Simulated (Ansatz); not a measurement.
I need a projected density of states of Ge3Pd, space group Pm-3m. Use Ansatz 0.2.0, Python API. Level of theory: r2SCAN, PAW, the default cutoff (500 eV here), 5×5×5 k-points, Fermi-Dirac smearing of 0.1 eV.

```
Ge Pd
1.0
     4.14202    0.00000    0.00000
     0.00000    4.14202    0.00000
     0.00000    0.00000    4.14202
Ge Pd
3 1
Direct
  0.00000 0.50000 0.50000
  0.50000 0.00000 0.50000
  0.50000 0.50000 0.00000
  0.00000 0.00000 0.00000
```

The script, `pdos.py`:
```python
"""Projected density of states of Ge3Pd."""

import warnings

import ansatz as az
import numpy as np

params = {
    "xc": "r2scan",
    "kgrid": (5, 5, 5),
    "filling": "fermi_dirac",
    "sigma": 0.1,
    "extra_bands": 14,
}

warnings.simplefilter("ignore", az.DeckWarning)

ge3pd = (
    az.Lattice.of((4.142023, 0.0, 0.0), (0.0, 4.142023, 0.0), (0.0, 0.0, 4.142023))
    .atom("Ge", (0.0, 0.5, 0.5))
    .atom("Ge", (0.5, 0.0, 0.5))
    .atom("Ge", (0.5, 0.5, 0.0))
    .atom("Pd", (0.0, 0.0, 0.0))
)

job = (
    ge3pd.calculation()
    .functional(params["xc"])
    .kpoints(*params["kgrid"])
    .occupations(params["filling"], width=params["sigma"])
    .scf(extra_bands=params["extra_bands"])
    .density_of_states(projected=True, method="smearing", broadening_width=0.15, energy_step=0.1)
)
session = job.session()
planned = session.plan(threads=1)
result = planned.execute()
report = result.report

dos = result.density_of_states()
energy = np.asarray(dos.energies_ev) - dos.fermi_ev
curves = {}
for site in result.projected_density_of_states().sites:
    for shell in site.shells:
        weight = sum(np.sum(curve.g_bin_mean_per_ev, axis=0) for curve in shell.curves)
        name = f"{site.species} {shell.label}"
        curves[name] = curves.get(name, 0) + weight

step = energy[1] - energy[0]
windows = [(-6, -3), (-3, 0), (0, 6)]
print("states by shell in windows of E - E_F (eV):", windows)
for name, g in curves.items():
    print(f"{name:8s}", " ".join(f"{step * g[(energy >= a) & (energy < b)].sum():8.3f}" for a, b in windows))
filled = (energy < 0) & (energy > -6)
for name, g in curves.items():
    if g[filled].sum() * step > 0.5:
        print(f"centre of {name}: {np.average(energy[filled], weights=g[filled]):.2f} eV")
```

Output of `python pdos.py`:
```text
states by shell in windows of E - E_F (eV): [(-6, -3), (-3, 0), (0, 6)]
Ge 4S       0.312    1.094    0.842
Ge 4P       2.815    2.798    7.228
Ge 3D       0.003    0.004    0.004
Pd 4S       0.011    0.009    0.005
Pd 4P       0.008    0.006    0.005
Pd 4D       2.710    6.275    0.580
centre of Ge 4S: -2.14 eV
centre of Ge 4P: -2.75 eV
centre of Pd 4D: -2.50 eV
```

Caveats:
- The mesh is modest for a metal, so energies can be off by several to tens of meV an atom and pressures by half a GPa or more; differences at equal mesh fare better.
- The structure comes from a database of computed cells and needn't be a stable or known phase.
- Curves are summed over the cell's atoms. Only shells that the potentials hold have channels, so projections don't add up to the total, least of all where a shell is missing (p of most metals); heights and places of peaks move with the mesh.
- The density of states is complete only as far up as bands were computed.
- A band centre counts only the states inside the window taken.
- Run time: 2.7 s on 1 thread of Intel(R) Xeon(R) 6975P-C (Granite Rapids) (shared host), peak memory 0.51 GiB.

(Lines on the test bed's own set-up are left out of the output.)
